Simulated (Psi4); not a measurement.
**[SnH5]− (SMILES [H][Sn-]([H])([H])([H])[H]): PBE0/def2-TZVP (Cholesky decomposition, core potential, cholesky tolerance 0.001, sweep point 6)**

What is the vertical ionisation energy of [SnH5]− at PBE0/def2-TZVP (Cholesky decomposition, core potential, cholesky tolerance 0.001, sweep point 6)? 

The calculation is run with Psi4 1.11.

2 further runs of the same task are left out: 2 set aside as unsound or not needed.

### 1 The molecule

[SnH5]−: 6 atoms, total charge -1, spin state singlet. As SMILES, `[H][Sn-]([H])([H])([H])[H]`. The shape comes from GFN2-xTB, which is rough for such elements, and wasn't checked as a minimum.

Bond lengths: Sn1–H2 1.885 Å, Sn1–H3 1.889 Å, Sn1–H4 1.782 Å, Sn1–H5 1.783 Å, Sn1–H6 1.782 Å. Angles: H2–Sn1–H3 179.8°, H2–Sn1–H4 90.0°, H2–Sn1–H5 89.9°, H2–Sn1–H6 90.0°, H3–Sn1–H4 90.0°, H3–Sn1–H5 89.9°, H3–Sn1–H6 90.2°, H4–Sn1–H5 120.0°, H4–Sn1–H6 120.0°, H5–Sn1–H6 119.9°.

### 2 A single-point energy at PBE0/def2-TZVP (Cholesky decomposition, core potential, cholesky tolerance 0.001, sweep point 6)

File calc.in:

```
memory 1.6 GB

molecule molecule1 {
  -1 1
  Sn     0.000450    -0.001410     0.000420
  H     -0.020070    -0.006290     1.885790
  H      0.020250     0.010720    -1.888030
  H      1.782780     0.010780     0.018860
  H     -0.902470     1.535970    -0.003420
  H     -0.880950    -1.549760    -0.013620
  units angstrom
  symmetry c1
}

set basis def2-TZVP
set puream true
set scf_type cd
set dft_radial_points 99
set dft_spherical_points 590
set cholesky_tolerance 0.001

energy("pbe0")
```

Started as:

```
psi4 calc.in calc.out -n 1
```

calc.out:

```text
[...]
    !!!  WARNING: ECP capability is in beta. Please check occupations closely.  !!!
[...]
  Running in c1 symmetry.
[...]
  Nuclear repulsion =   33.811612386778179
[...]
  Multiplicity = 1
[...]
  Nalpha       = 14
  Nbeta        = 14
[...]
    Number of basis functions: 80
[...]
 WARNING: Atomic UHF is not converging! Try casting from a smaller basis or call Rob at CCMST.
   -------------------------
[...]
   @RKS iter   1:  -216.95807886842954   -1.16226e+00   8.54893e-03 ADIIS/DIIS
[...]
   @RKS iter   7:  -217.23227137642405   -6.97565e-09   4.77565e-07 DIIS
[...]
    Orbital Energies [Eh]
    ---------------------
    Doubly Occupied:
       1A     -4.927345     2A     -3.260965     3A     -3.260935
       4A     -3.256781     5A     -0.826602     6A     -0.826561
       7A     -0.823948     8A     -0.819950     9A     -0.819936
      10A     -0.318346    11A     -0.135778    12A     -0.135525
      13A     -0.121524    14A     -0.009971
[...]
  @RKS Final Energy:  -217.23227137642405
   => Energetics <=
    Nuclear Repulsion Energy =             33.8116123867781795
    One-Electron Energy =                -452.3220982307008171
    Two-Electron Energy =                 216.5580090766457602
    DFT Exchange-Correlation Energy =     -15.2797946091471690
    Empirical Dispersion Energy =           0.0000000000000000
    VV10 Nonlocal Energy =                  0.0000000000000000
    Total Energy =                       -217.2322713764240518
[...]
 Multipole Moments:
 ------------------------------------------------------------------------------------
     Multipole            Electronic (a.u.)      Nuclear  (a.u.)        Total (a.u.)
 ------------------------------------------------------------------------------------
 L = 1.  Multiply by 2.5417464519 to convert [e a0] to [Debye]
 Dipole X            :          0.0050986           -0.0040058            0.0010927
 Dipole Y            :         -0.0196657            0.0125200           -0.0071457
 Dipole Z            :          0.0087627           -0.0037250            0.0050377
 Magnitude           :                                                    0.0088110
[...]
```

Run time: 21 s. Hardware: 1 thread of Intel Xeon Platinum 8259CL at 2.50GHz (Skylake/Cascade Lake), shared host; peak memory 0.95 GiB.

### 3 Doublet neutral SnH5 at the same level

File h5sn.in:

```
memory 1600 MB

molecule molecule1 {
  0 2
  Sn     0.000450    -0.001410     0.000420
  H     -0.020070    -0.006290     1.885790
  H      0.020250     0.010720    -1.888030
  H      1.782780     0.010780     0.018860
  H     -0.902470     1.535970    -0.003420
  H     -0.880950    -1.549760    -0.013620
  units angstrom
  symmetry c1
}

set basis def2-TZVP
set reference uks
set puream true
set scf_type cd
set dft_radial_points 99
set dft_spherical_points 590
set cholesky_tolerance 0.001
set maxiter 100

energy_value = energy("pbe0")
```

Started as:

```
psi4 -n 1 h5sn.in h5sn.out
```

h5sn.out:

```text
[...]
    !!!  WARNING: ECP capability is in beta. Please check occupations closely.  !!!
[...]
  Running in c1 symmetry.
[...]
  Nuclear repulsion =   33.811612386778179
[...]
  Multiplicity = 2
[...]
  Nalpha       = 14
  Nbeta        = 13
[...]
    Number of basis functions: 80
[...]
 WARNING: Atomic UHF is not converging! Try casting from a smaller basis or call Rob at CCMST.
   -------------------------
[...]
   @UKS iter   1:  -216.96854363291919   -1.17273e+00   7.57479e-03 DIIS/ADIIS
[...]
   @UKS iter   8:  -217.15124093016564   -5.69089e-08   4.85288e-07 DIIS
[...]
   @S^2 Observed:                7.705756379E-01
[...]
    Orbital Energies [Eh]
    ---------------------
    Alpha Occupied:
       1A     -5.152015     2A     -3.484446     3A     -3.483548
       4A     -3.483522     5A     -1.051719     6A     -1.047341
       7A     -1.047315     8A     -1.043680     9A     -1.043671
      10A     -0.546142    11A     -0.383040    12A     -0.354218
      13A     -0.354093    14A     -0.267023
    Alpha Virtual:
      15A     -0.014672    16A      0.025849    17A      0.026050
      18A      0.079987    19A      0.095468    20A      0.095522
      21A      0.100754    22A      0.146784    23A      0.146843
      24A      0.220852    25A      0.246345    26A      0.290898
[...]
  @UKS Final Energy:  -217.15124093016564
   => Energetics <=
    Nuclear Repulsion Energy =             33.8116123867781795
    One-Electron Energy =                -446.2979854313824148
    Two-Electron Energy =                 210.4016838864619672
    DFT Exchange-Correlation Energy =     -15.0665517720233684
    Empirical Dispersion Energy =           0.0000000000000000
    VV10 Nonlocal Energy =                  0.0000000000000000
    Total Energy =                       -217.1512409301656419
[...]
 Multipole Moments:
 ------------------------------------------------------------------------------------
     Multipole            Electronic (a.u.)      Nuclear  (a.u.)        Total (a.u.)
 ------------------------------------------------------------------------------------
 L = 1.  Multiply by 2.5417464519 to convert [e a0] to [Debye]
 Dipole X            :          0.0048602           -0.0040058            0.0008544
 Dipole Y            :         -0.0136044            0.0125200           -0.0010844
 Dipole Z            :          0.0029039           -0.0037250           -0.0008210
 Magnitude           :                                                    0.0016062
[...]
```

It took 29 s on 1 thread of Intel Xeon Platinum 8259CL at 2.50GHz (Skylake/Cascade Lake), shared host; peak memory 0.95 GiB.

### 4 Outcome

At PBE0/def2-TZVP (Cholesky decomposition, core potential, cholesky tolerance 0.001, sweep point 6):

```
                                                              quantity          value
                                         singlet [SnH5]−: total energy  -217.23227 Eh
                                          singlet [SnH5]−: HOMO energy       -0.27 eV
                                          singlet [SnH5]−: LUMO energy        5.09 eV
singlet [SnH5]−: HOMO–LUMO gap (to an unbound level, set by the basis)        5.36 eV
                                    doublet neutral SnH5: total energy  -217.15124 Eh
                                   doublet neutral SnH5: dipole moment         0.00 D
              doublet neutral SnH5: HOMO energy (highest over α and β)       -7.27 eV
               doublet neutral SnH5: LUMO energy (lowest over α and β)       -4.12 eV
                                            doublet neutral SnH5: ⟨S²⟩          0.771
                   vertical detachment energy (to the doublet neutral)       2.205 eV
```

In words: Removing an electron at fixed nuclei costs 2.20 eV (51 kcal/mol). The negative HOMO energy of the first species, 0.27 eV, lies 1.93 eV below that difference.
